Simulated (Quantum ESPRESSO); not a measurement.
IrRu, 2 atoms in the cell. Symmetry: P4/mmm, No. 123, tetragonal system. Conventional cell: a = 2.758 Å, b = 2.758 Å, c = 3.900 Å, α = 90.00°, β = 90.00°, γ = 90.00°. Around Ru (site symmetry 4/mmm) lie 8 Ir at 2.76 Å and 4 Ru at 2.76 Å. Around Ir (site symmetry 4/mmm) lie 8 Ru at 2.76 Å and 4 Ir at 2.76 Å. The cell was built by a generator and needn't be a form met in nature.

```yaml
Program: Quantum ESPRESSO 7.5
Task: single point
Functional: LDA
Potentials_or_basis: GBRV 1.5 PBEsol
Cutoff: 612 eV
Density_cutoff: 4898 eV
k_mesh: 10 × 10 × 7
Occupations: fermi-dirac, width 0.05 eV
Spin: no spin polarisation
Form_of_the_LDA_correlation: PZ81
Mixing_beta: 0.5
Most_SCF_iterations: 120
SCF_threshold: 4e-10 Ry
```

Potentials or basis: GBRV 1.5 PBEsol.

Run with:

```console
$ OMP_NUM_THREADS=1 python run.py
```

Hardware: 1 thread of Intel(R) Xeon(R) Platinum 8488C (Sapphire Rapids), with other jobs on the host.

Q: How long does it take, and how much memory?

A: Wall time 26 s on 1 thread of Intel(R) Xeon(R) Platinum 8488C (Sapphire Rapids) (shared host), peak memory 0.17 GiB. Counts: scf iterations 11, k pools 1, bands 23, k points 84, g dense 23149.
